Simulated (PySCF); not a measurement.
**A gas-phase reaction: ClHOZn + H4OSi → ClH3OSiZn + H2O**

Aim: the reaction energy of `[OH][Zn][Cl]` + `O[SiH3]` → `[SiH3][O][Zn][Cl]` + `O`.

Programs: PySCF 2.14.0. All values are calculated, for the isolated system unless a continuum is named. Atoms count from 0, parts from 1.

## Step 1: Starting point

Each species was relaxed by itself at PBE0-D3(BJ)/def2-SVPD.

## Step 2: Energies of the species: wB97M-D3(BJ)/def2-TZVPD

What the job is given:

```
{"job": {"kind": "react", "xc": "wB97M-D3(BJ)", "basis": "def2-TZVPD"}, "charge": 0, "multiplicity": 1}
-1 ClHOZn charge 0 multiplicity 1
O      0.102270    -0.222280     1.290590
Zn    -0.254970     0.144360    -0.409090
Cl    -0.829300     0.622950    -2.384050
H      0.981990    -0.545020     1.502550

-1 H4OSi charge 0 multiplicity 1
O      1.098430    -0.512120    -0.420980
Si    -0.434300     0.023470     0.003590
H      1.853920    -0.108760     0.011300
H     -0.701030    -0.199210     1.457030
H     -0.598680     1.478910    -0.292620
H     -1.377020    -0.778150    -0.820040

+1 ClH3OSiZn charge 0 multiplicity 1
Si    -1.141200     0.269650     0.382290
O      0.060760    -0.189440    -0.657860
Zn     1.791730    -0.473740    -0.782210
Cl     3.848990    -0.842610    -1.045830
H     -0.936610     1.677220     0.848220
H     -2.447220     0.175360    -0.332940
H     -1.176450    -0.616450     1.588290

+1 H2O charge 0 multiplicity 1
O     -0.002770     0.389220    -0.011370
H     -0.761480    -0.200020     0.006180
H      0.764280    -0.189160     0.005170
```

With the program's defaults for keys left out, this is: wB97M-D3(BJ)/def2-TZVPD reaction energy of separated species, gas phase.

The run is started by

```sh
$ OMP_NUM_THREADS=1 python cluster_run.py task.json out
```

The driver reads the jobs from task.json and runs them one after another.

The program printed:

```text
species 1 (ClHOZn)
coarse grid: 21408 points
cycle   1  E = -2315.4668093800  dE = -1.760e-01  |g| = 1.107e+00  |ddm| = 1.722e+00
cycle   2  E = -2315.3048797160  dE =  1.619e-01  |g| = 1.786e+00  |ddm| = 1.600e+00
cycle   3  E = -2315.6368624048  dE = -3.320e-01  |g| = 8.200e-02  |ddm| = 8.514e-01
cycle   4  E = -2315.6382990030  dE = -1.437e-03  |g| = 3.596e-02  |ddm| = 1.055e-01
cycle   5  E = -2315.6385115279  dE = -2.125e-04  |g| = 1.328e-02  |ddm| = 2.873e-02
cycle   6  E = -2315.6385502191  dE = -3.869e-05  |g| = 6.982e-03  |ddm| = 1.372e-02
cycle   7  E = -2315.6385616843  dE = -1.147e-05  |g| = 1.074e-03  |ddm| = 8.251e-03
cycle   8  E = -2315.6385627450  dE = -1.061e-06  |g| = 4.542e-04  |ddm| = 3.458e-03
final grid: 41368 points
cycle   9  E = -2315.6384305904  dE = -9.455e-08  |g| = 3.945e-04  |ddm| = 1.059e-03
cycle  10  E = -2315.6384305858  dE =  4.579e-09  |g| = 6.327e-04  |ddm| = 3.612e-04
cycle  11  E = -2315.6384306131  dE = -2.729e-08  |g| = 4.294e-05  |ddm| = 1.741e-04
cycle  12  E = -2315.6384306143  dE = -1.207e-09  |g| = 3.968e-05  |ddm| = 8.365e-05
cycle  13  E = -2315.6384306148  dE = -4.666e-10  |g| = 9.496e-06  |ddm| = 6.524e-05
converged SCF energy = -2315.6384306148

species 2 (H4OSi)
coarse grid: 21480 points
cycle   1  E = -367.1688108677  dE = -1.047e-01  |g| = 6.541e-01  |ddm| = 1.653e+00
cycle   2  E = -367.1468369710  dE =  2.197e-02  |g| = 7.800e-01  |ddm| = 6.944e-01
cycle   3  E = -367.2485050723  dE = -1.017e-01  |g| = 3.329e-02  |ddm| = 3.544e-01
cycle   4  E = -367.2487708478  dE = -2.658e-04  |g| = 9.092e-03  |ddm| = 3.783e-02
cycle   5  E = -367.2487922849  dE = -2.144e-05  |g| = 1.523e-03  |ddm| = 1.273e-02
cycle   6  E = -367.2487931203  dE = -8.353e-07  |g| = 3.490e-04  |ddm| = 2.907e-03
final grid: 44624 points
cycle   7  E = -367.2487584035  dE = -7.148e-08  |g| = 1.234e-04  |ddm| = 1.622e-03
cycle   8  E = -367.2487584100  dE = -6.478e-09  |g| = 5.090e-05  |ddm| = 2.704e-04
cycle   9  E = -367.2487584107  dE = -7.636e-10  |g| = 1.573e-05  |ddm| = 5.883e-05
converged SCF energy = -367.2487584107

species 3 (ClH3OSiZn)
coarse grid: 32768 points
cycle   1  E = -2606.2322502748  dE = -1.756e-01  |g| = 1.152e+00  |ddm| = 2.279e+00
cycle   2  E = -2606.0520082656  dE =  1.802e-01  |g| = 1.842e+00  |ddm| = 1.785e+00
cycle   3  E = -2606.4173374577  dE = -3.653e-01  |g| = 7.914e-02  |ddm| = 9.730e-01
cycle   4  E = -2606.4188466758  dE = -1.509e-03  |g| = 3.486e-02  |ddm| = 1.360e-01
cycle   5  E = -2606.4190891410  dE = -2.425e-04  |g| = 1.056e-02  |ddm| = 3.708e-02
cycle   6  E = -2606.4191141519  dE = -2.501e-05  |g| = 7.959e-03  |ddm| = 1.374e-02
cycle   7  E = -2606.4191248798  dE = -1.073e-05  |g| = 1.121e-03  |ddm| = 7.170e-03
cycle   8  E = -2606.4191257752  dE = -8.953e-07  |g| = 5.770e-04  |ddm| = 3.035e-03
final grid: 64040 points
cycle   9  E = -2606.4189719904  dE = -9.926e-08  |g| = 6.011e-04  |ddm| = 2.410e-03
cycle  10  E = -2606.4189719628  dE =  2.763e-08  |g| = 1.006e-03  |ddm| = 5.455e-04
cycle  11  E = -2606.4189720285  dE = -6.566e-08  |g| = 5.055e-05  |ddm| = 3.197e-04
cycle  12  E = -2606.4189720296  dE = -1.190e-09  |g| = 3.253e-05  |ddm| = 1.040e-04
cycle  13  E = -2606.4189720301  dE = -4.152e-10  |g| = 1.498e-05  |ddm| = 7.203e-05
converged SCF energy = -2606.4189720301

species 4 (H2O)
coarse grid: 10128 points
cycle   1  E = -76.4117503832  dE = -7.453e-02  |g| = 5.872e-01  |ddm| = 8.994e-01
cycle   2  E = -76.4087438171  dE =  3.007e-03  |g| = 6.461e-01  |ddm| = 5.038e-01
cycle   3  E = -76.4759337326  dE = -6.719e-02  |g| = 2.730e-02  |ddm| = 2.374e-01
cycle   4  E = -76.4760589343  dE = -1.252e-04  |g| = 5.497e-03  |ddm| = 1.609e-02
cycle   5  E = -76.4760676110  dE = -8.677e-06  |g| = 8.214e-04  |ddm| = 5.831e-03
final grid: 21952 points
cycle   6  E = -76.4760630205  dE = -1.976e-07  |g| = 5.843e-04  |ddm| = 1.373e-03
cycle   7  E = -76.4760630273  dE = -6.846e-09  |g| = 6.466e-04  |ddm| = 6.469e-04
cycle   8  E = -76.4760630910  dE = -6.364e-08  |g| = 3.199e-05  |ddm| = 2.236e-04
cycle   9  E = -76.4760630918  dE = -8.233e-10  |g| = 4.134e-06  |ddm| = 1.105e-04
converged SCF energy = -76.4760630918

Reaction energy = -5.116 kcal/mol
```

Run time: 47 s. Hardware: 1 thread of Arm Neoverse N1, shared host; peak memory 0.76 GiB.

Species by species (with the dispersion term, which the log's SCF energies lack):

```
 ν            species  energy (Eh)  HOMO (eV)
-1       [OH][Zn][Cl]  -2315.64085     -11.17
-1            O[SiH3]   -367.25264     -11.19
+1  [SiH3][O][Zn][Cl]  -2606.42483     -10.94
+1                  O    -76.47682     -11.72
```

## Step 3: Energies of the species: PBE0-D3(BJ)/def2-TZVPD

Settings changed since step 2:

```diff
@@ -1,2 +1,2 @@
-{"job": {"kind": "react", "xc": "wB97M-D3(BJ)", "basis": "def2-TZVPD"}, "charge": 0, "multiplicity": 1}
+{"job": {"kind": "react", "xc": "PBE0", "basis": "def2-TZVPD", "disp": "d3bj"}, "charge": 0, "multiplicity": 1}
 -1 ClHOZn charge 0 multiplicity 1
```

Level: PBE0-D3(BJ)/def2-TZVPD reaction energy of separated species, gas phase.

The program printed:

```text
species 1 (ClHOZn)
coarse grid: 21408 points
cycle   1  E = -2314.8468739006  dE = -9.309e-02  |g| = 1.259e+00  |ddm| = 1.801e+00
cycle   2  E = -2313.9083694792  dE =  9.385e-01  |g| = 2.810e+00  |ddm| = 2.753e+00
cycle   3  E = -2315.0476334154  dE = -1.139e+00  |g| = 2.943e-01  |ddm| = 2.092e+00
cycle   4  E = -2315.0580191163  dE = -1.039e-02  |g| = 2.057e-01  |ddm| = 3.013e-01
cycle   5  E = -2315.0636161950  dE = -5.597e-03  |g| = 2.955e-02  |ddm| = 8.869e-02
cycle   6  E = -2315.0637910761  dE = -1.749e-04  |g| = 1.082e-02  |ddm| = 3.096e-02
cycle   7  E = -2315.0638094417  dE = -1.837e-05  |g| = 1.892e-03  |ddm| = 8.036e-03
cycle   8  E = -2315.0638101050  dE = -6.633e-07  |g| = 4.038e-04  |ddm| = 1.665e-03
final grid: 41368 points
cycle   9  E = -2315.0637982154  dE = -3.219e-08  |g| = 4.597e-04  |ddm| = 9.305e-04
cycle  10  E = -2315.0637981852  dE =  3.019e-08  |g| = 6.607e-04  |ddm| = 9.134e-04
cycle  11  E = -2315.0637982667  dE = -8.147e-08  |g| = 1.693e-04  |ddm| = 4.940e-04
cycle  12  E = -2315.0637982692  dE = -2.462e-09  |g| = 1.287e-05  |ddm| = 5.606e-05
cycle  13  E = -2315.0637982692  dE = -2.638e-11  |g| = 4.081e-06  |ddm| = 1.200e-05
converged SCF energy = -2315.0637982692

species 2 (H4OSi)
coarse grid: 5192 points
cycle   1  E = -366.9025992826  dE = -4.123e-02  |g| = 7.013e-01  |ddm| = 1.659e+00
cycle   2  E = -366.7145493724  dE =  1.880e-01  |g| = 1.212e+00  |ddm| = 9.268e-01
cycle   3  E = -366.9887557684  dE = -2.742e-01  |g| = 5.293e-02  |ddm| = 6.198e-01
cycle   4  E = -366.9893556182  dE = -5.998e-04  |g| = 1.056e-02  |ddm| = 4.184e-02
cycle   5  E = -366.9893735131  dE = -1.789e-05  |g| = 1.259e-03  |ddm| = 7.473e-03
cycle   6  E = -366.9893739438  dE = -4.306e-07  |g| = 2.325e-04  |ddm| = 1.538e-03
final grid: 44624 points
cycle   7  E = -366.9884011890  dE = -1.229e-05  |g| = 3.941e-03  |ddm| = 1.611e-02
cycle   8  E = -366.9883974230  dE =  3.766e-06  |g| = 6.035e-03  |ddm| = 4.519e-03
cycle   9  E = -366.9884035996  dE = -6.177e-06  |g| = 3.053e-04  |ddm| = 2.889e-03
cycle  10  E = -366.9884036140  dE = -1.443e-08  |g| = 4.615e-05  |ddm| = 1.921e-04
cycle  11  E = -366.9884036143  dE = -3.125e-10  |g| = 7.240e-06  |ddm| = 3.775e-05
converged SCF energy = -366.9884036143

species 3 (ClH3OSiZn)
coarse grid: 32768 points
cycle   1  E = -2605.4541427886  dE = -1.038e-01  |g| = 1.289e+00  |ddm| = 2.373e+00
cycle   2  E = -2604.5466360841  dE =  9.075e-01  |g| = 2.812e+00  |ddm| = 2.966e+00
cycle   3  E = -2605.6641248183  dE = -1.117e+00  |g| = 2.842e-01  |ddm| = 2.201e+00
cycle   4  E = -2605.6727467786  dE = -8.622e-03  |g| = 2.131e-01  |ddm| = 3.090e-01
cycle   5  E = -2605.6788621664  dE = -6.115e-03  |g| = 3.081e-02  |ddm| = 8.943e-02
cycle   6  E = -2605.6790627928  dE = -2.006e-04  |g| = 9.044e-03  |ddm| = 3.442e-02
cycle   7  E = -2605.6790747132  dE = -1.192e-05  |g| = 1.879e-03  |ddm| = 7.530e-03
cycle   8  E = -2605.6790754591  dE = -7.459e-07  |g| = 3.864e-04  |ddm| = 2.278e-03
final grid: 64040 points
cycle   9  E = -2605.6790515899  dE = -2.057e-08  |g| = 5.290e-04  |ddm| = 2.858e-03
cycle  10  E = -2605.6790515189  dE =  7.092e-08  |g| = 9.351e-04  |ddm| = 1.181e-03
cycle  11  E = -2605.6790516480  dE = -1.290e-07  |g| = 1.486e-04  |ddm| = 5.997e-04
cycle  12  E = -2605.6790516511  dE = -3.156e-09  |g| = 1.039e-05  |ddm| = 9.997e-05
cycle  13  E = -2605.6790516511  dE = -2.456e-11  |g| = 3.460e-06  |ddm| = 1.189e-05
converged SCF energy = -2605.6790516511

species 4 (H2O)
coarse grid: 2328 points
cycle   1  E = -76.3044321915  dE = -5.294e-03  |g| = 6.571e-01  |ddm| = 9.011e-01
cycle   2  E = -76.1882136205  dE =  1.162e-01  |g| = 1.036e+00  |ddm| = 7.256e-01
cycle   3  E = -76.3820328320  dE = -1.938e-01  |g| = 3.132e-02  |ddm| = 4.396e-01
cycle   4  E = -76.3822151339  dE = -1.823e-04  |g| = 5.864e-03  |ddm| = 1.606e-02
cycle   5  E = -76.3822202728  dE = -5.139e-06  |g| = 7.850e-04  |ddm| = 2.507e-03
final grid: 21952 points
cycle   6  E = -76.3808944682  dE = -1.509e-05  |g| = 3.444e-03  |ddm| = 9.307e-03
cycle   7  E = -76.3808925087  dE =  1.959e-06  |g| = 4.745e-03  |ddm| = 3.316e-03
cycle   8  E = -76.3808962137  dE = -3.705e-06  |g| = 2.519e-04  |ddm| = 1.962e-03
cycle   9  E = -76.3808962243  dE = -1.063e-08  |g| = 2.399e-05  |ddm| = 1.101e-04
cycle  10  E = -76.3808962244  dE = -1.116e-10  |g| = 3.290e-06  |ddm| = 1.514e-05
converged SCF energy = -76.3808962244

Reaction energy = -5.334 kcal/mol
```

Run time: 27 s. Hardware: 1 thread of Arm Neoverse N1, shared host; peak memory 0.64 GiB.

Reaction energy at this level: -5.33 kcal/mol.

## Step 4: Comparing the runs

Energies in kcal/mol, with wall time:

```
                    run  reaction  time
wB97M-D3(BJ)/def2-TZVPD     -5.12  47 s
 PBE0-D3(BJ)/def2-TZVPD     -5.33  27 s
```

## Step 5: Results

| quantity | value |
| --- | --- |
| reaction energy (wB97M-D3(BJ)/def2-TZVPD) | -5.12 kcal/mol |
| ΔH, ΔG at 298 K (xTB thermal terms) | -5.2, -4.5 kcal/mol |
| range of the reaction energy over the runs of this table | -5.33 to -5.12 kcal/mol |

The reaction is exothermic by 5.2 kcal/mol in the gas phase; dispersion gives -0.19, and xTB itself gave -3.54 for the electronic energy (xTB energies and thermal terms come from the earlier relaxation of each species, not shown). No barrier was sought. The reaction energy runs from -5.33 (PBE0-D3(BJ)/def2-TZVPD) to -5.12 kcal/mol (wB97M-D3(BJ)/def2-TZVPD).
